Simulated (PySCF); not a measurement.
# CoP: bond curves at several levels of theory

One table from this session's results is given with a row withheld; the runs are named, their logs left out.

Program: PySCF 2.14.0. Level of theory: Co x2c-TZVPPall, P x2c-TZVPPall, spin-free X2C with a Gaussian nucleus. These are calculated values, not measurements.

The first run:

The job is set up so:

- atoms: Co, P
- charge: 0
- basis: Co x2c-TZVPPall, P x2c-TZVPPall
- Hamiltonian: spin-free X2C with a Gaussian nucleus
- basis functions: 106
- electrons treated: 42
- masses in u: 58.9332, 30.9738
- levels: PBE0, PBE, r²SCAN, LDA, PW91, r²SCANh, MN15, LC-ωPBE, HF, MP2, SCS-MP2
- grid: 80 radial by 434 angular points
- occupations: held fixed by the projection of orbital angular momentum
- dissociation limit: Co + P, each in its ground configuration
- starting distance in angstrom: 2.135
- values of 2S to try: 0, 2, 4, 6, 8

Command:

```
OMP_NUM_THREADS=2 python dia.py task.json out
```

Among the steps run: The job; The PBE0 curve of the state that the search chose; Higher solutions at PBE0; PBE (GGA); r²SCAN; LDA; PW91 (GGA); r²SCANh (hybrid meta-GGA); MN15; LC-ωPBE (range-separated hybrid); ROHF.

One table of the session follows, with a row left open; its other results are not shown here.

Energy (eV) from each level's lowest point:

```
R (Å)   ROHF  ROHF-MP2  ROHF-SCS-MP2    LDA    PBE
1.810  2.032     0.578         0.758  0.351  0.551
1.895  1.280     0.231         0.349  0.080  0.192
1.979  0.757     0.056         0.122  0.000  0.030
2.042  0.480     0.004         0.035  0.028  0.000
2.105  0.280     0.000         0.000  0.109  0.026
2.168  0.143     0.033         0.005  0.230  0.094
2.252  0.038     0.119         0.059  0.431  0.231
2.358      ?         ?             ?      ?      ?
2.484  0.052     0.505         0.375  1.090  0.744
2.652  0.223     0.849         0.682  1.581  1.154
```

Estimate the missing values for R (Å) = 2.358.

Worked estimate for «ROHF». A straight line through the neighbours (2.252, 0.038) and (2.484, 0.052) gives 0.038 + (0.052 − 0.038) × (2.358 − 2.252) / (2.484 − 2.252) = 0.044; a parabola fitted to 4 rows on both sides gives 0.010.

As computed: ROHF: 0.000; ROHF-MP2: 0.275; ROHF-SCS-MP2: 0.179; LDA: 0.720; PBE: 0.448. In «ROHF» the line misses by +0.044 and the parabola by +0.010. Between these rows the values bend or scatter more than so simple an estimate can follow.

Caveats from the session: The state is the lowest single determinant that the PBE0 search found; with open d or f shells the true ground state can be another one.
